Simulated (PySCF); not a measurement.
# H6IrO6 ([Ir(OH)6]2-): the cost of one run

Programs: PySCF 2.14.0, with routines of our own; each step states its level. All values are computed. Atoms count from 0.

## (1) The system as given

13 atoms, charge -2, states of the metal's open shell are computed; geometry from: model start, shaken.

## (2) Geometry optimisation at PBE0-D3(BJ)/def2-SVP

Job settings and geometry (Å):

```
{"job": {"xc": "PBE0", "basis": "def2-SVP", "d3": "d3bj", "grid": 1, "maxiter": 45, "solvent": "water", "kind": "geom"}, "charge": -2, "metal": "Ir", "open_shell": "d5"}
Ir     0.000020     0.004480    -0.004110
O     -0.013360    -0.006820     1.940130
H      0.800900     0.020100     2.487620
O     -0.009310     0.007350    -1.949650
H     -0.798420    -0.013960    -2.495440
O      1.965430    -0.020160    -0.006860
H      2.466480     0.780660    -0.027630
O     -1.958530    -0.019010     0.004070
H     -2.492650    -0.802800    -0.037750
O     -0.008080     1.954270     0.001700
H     -0.022950     2.487830     0.785320
O     -0.012130    -1.939090    -0.012110
H     -0.000490    -2.481730    -0.808750
```

On the command line:

```bash
OMP_NUM_THREADS=1 python lf_run.py task.json out
```

The driver reads the jobs from task.json and runs them one after another.

Q: Estimate the wall time and peak memory of this first job on 1 thread of Arm Neoverse V2, shared host.

About 13 min, with a peak of 1.4 GiB.
